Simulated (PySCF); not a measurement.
# The bond of KSi+, level by level

One table from this session's results is given with a row withheld; the runs are named, their logs left out.

The runs use PySCF 2.14.0; K x2c-SVPall, Si x2c-SVPall, spin-free X2C with a Gaussian nucleus.

The first run:

A driver script around PySCF takes these settings:

```json
{"atoms": "K, Si", "charge": "1", "basis": "K x2c-SVPall, Si x2c-SVPall", "Hamiltonian": "spin-free X2C with a Gaussian nucleus", "basis functions": "42", "electrons treated": "32", "masses in u": "38.9637, 27.9769", "levels": "PBE0, PBE, r²SCAN, B97-3, LDA, PW91, HF, MP2, SCS-MP2, CCSD, CCSD(T)", "grid": "80 radial by 434 angular points", "occupations": "held fixed by the projection of orbital angular momentum", "dissociation limit": "K+ + Si, each in its ground configuration", "starting distance in angstrom": "3.160", "values of 2S to try": "0, 2"}
```

Launch:

```bash
$ OMP_NUM_THREADS=1 python dia.py task.json out
```

Steps of the session up to this table: Input; PBE0 along the bond; Other states along the same grid; PBE (GGA); r²SCAN (meta-GGA); B97-3 (global hybrid GGA); LDA (local density); PW91; UHF; Correlated methods on the Hartree–Fock reference.

One table of the session follows, with a row left open; its other results are not shown here.

It belongs to the step «The curves together». Energy (eV) from each level's lowest point:

```
R (Å)    UHF  UHF-MP2  UHF-SCS-MP2  UHF-CCSD  UHF-CCSD(T)
3.208  0.168    0.141        0.147       n/a          n/a
3.357  0.085    0.066        0.071     0.066        0.066
3.506  0.036    0.024        0.027     0.024        0.024
3.618  0.015    0.007        0.009     0.007        0.007
3.730  0.004    0.000        0.001     0.000        0.000
3.842  0.000    0.000        0.000     0.000        0.000
3.991      ?        ?            ?         ?            ?
4.178  0.016    0.026        0.024     0.026        0.027
4.401  0.038    0.053        0.050     0.053        0.055
4.700  0.071    0.092        0.088       n/a          n/a
```

Q: Estimate the row for R (Å) = 3.991 from the others.

Worked estimate for «UHF». A straight line through the neighbours (3.842, 0.000) and (4.178, 0.016) gives 0.000 + (0.016 − 0.000) × (3.991 − 3.842) / (4.178 − 3.842) = 0.007; a parabola fitted to 4 rows on both sides gives 0.004.

**Answer.** UHF: 0.003; UHF-MP2: 0.008; UHF-SCS-MP2: 0.007; UHF-CCSD: 0.008; UHF-CCSD(T): 0.008. In «UHF» the line misses by +0.004 and the parabola by +0.001.

The other levels ran on the lowest alone.

Limits of these values: The bond is weak, and basis-set superposition, which was not computed, may be a sizeable part of it.
